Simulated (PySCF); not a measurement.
# [TaO2(OH)2]−: how tightly the ligands are held

What does it cost to pull a ligand from [TaO2(OH)2]−? The structure is generated, not taken from experiment.

The runs use PySCF 2.14.0; B3LYP, Ta def2-SVP with ECP60, O def2-SVP, H def2-SVP; scalar-relativistic core potentials, no spin–orbit coupling.

2 further runs of the same task are left out: 1 for a known fault of the program, 1 that didn't finish.

### 1 Where the work starts

7 atoms, charge -1, spin multiplicity 1.

Bond lengths: Ta1–O2 1.786 Å, Ta1–O3 1.787 Å, Ta1–O4 1.997 Å, Ta1–O6 1.996 Å, O4–H5 0.964 Å, O6–H7 0.964 Å. Angles: O2–Ta1–O3 110.6°, O2–Ta1–O4 109.9°, O2–Ta1–O6 107.9°, O3–Ta1–O4 108.1°, O3–Ta1–O6 109.7°, O4–Ta1–O6 110.6°, Ta1–O4–H5 117.2°, Ta1–O6–H7 117.0°.

Geometry (Å):

```tsv
atom	x (Å)	y (Å)	z (Å)
Ta1	-0.0310	-0.0488	0.2311
O2	1.3571	0.0736	1.3489
O3	0.0449	1.2339	-1.0102
O4	-1.7395	0.1666	1.2419
H5	-2.3816	0.7960	0.8942
O6	0.0438	-1.8408	-0.6455
H7	0.6897	-2.4698	-0.3029
```

Formal oxidation states: Ta +5. An earlier session relaxed this geometry at B3LYP, Ta def2-SVP with ECP60, O def2-SVP, H def2-SVP (singlet, point group C2).

### 2 Rigid scan of O

Atom 2 moves along the line from atom 1; the distance is to the donor, the donors' midpoint or the ring centre. Each point starts from the density of the one before.

```tsv
distance (Å)	energy from the relaxed point (eV)
1.49	3.251
1.59	1.209
1.69	0.255
1.79	0.000
1.89	0.183
1.99	0.631
2.09	1.229
2.24	2.249
```

Wall time 9.3 s (2 threads of Arm Neoverse V1, shared host).

### 3 OH taken off

The ligand (atoms 4, 5) keeps its formal charge and a closed shell where it can; ligand and rest are solved at the complex's geometry, in vacuum, with the settings of the relaxation.

```tsv
part	charge	state	energy (Eh)
complex	-1	singlet	-359.189121
ligand	-1	singlet	-75.661506
rest	0	singlet	-283.240015
```

It took 0.9 s on 2 threads of Arm Neoverse V1, shared host.

### 4 Rigid scan of OH

Atoms 4, 5 move together along the line from atom 1; the distance is to the donor, the donors' midpoint or the ring centre. Each point starts from the density of the one before.

```tsv
distance (Å)	energy from the relaxed point (eV)
1.70	1.556
1.80	0.581
1.90	0.123
2.00	0.000
2.10	0.090
2.20	0.310
2.40	0.940
2.70	1.974
3.10	3.134
3.60	4.131
```

Run time: 12 s. Hardware: 2 threads of Arm Neoverse V1, shared host.

### 5 Outcome

| quantity | value |
| --- | --- |
| stiffness of the O contact | 43.8 eV/Å² |
| taking off OH | 7.83 eV |
| stiffness of the OH contact | 21.3 eV/Å² |

Near 1.79 Å the O contact has a stiffness of about 43.8 eV/Å², and the energy stands 2.25 eV higher at 2.24 Å. Taking off OH as a fragment of charge -1 costs 7.83 eV. Near 2.00 Å the OH contact has a stiffness of about 21.3 eV/Å², and the energy stands 4.13 eV higher at 3.60 Å. The free anion is solved without diffuse functions, no counterpoise correction is made, and the parts aren't relaxed; each of these makes the binding look larger. These are double-zeta-type bases without diffuse functions. Spin–orbit coupling is left out.
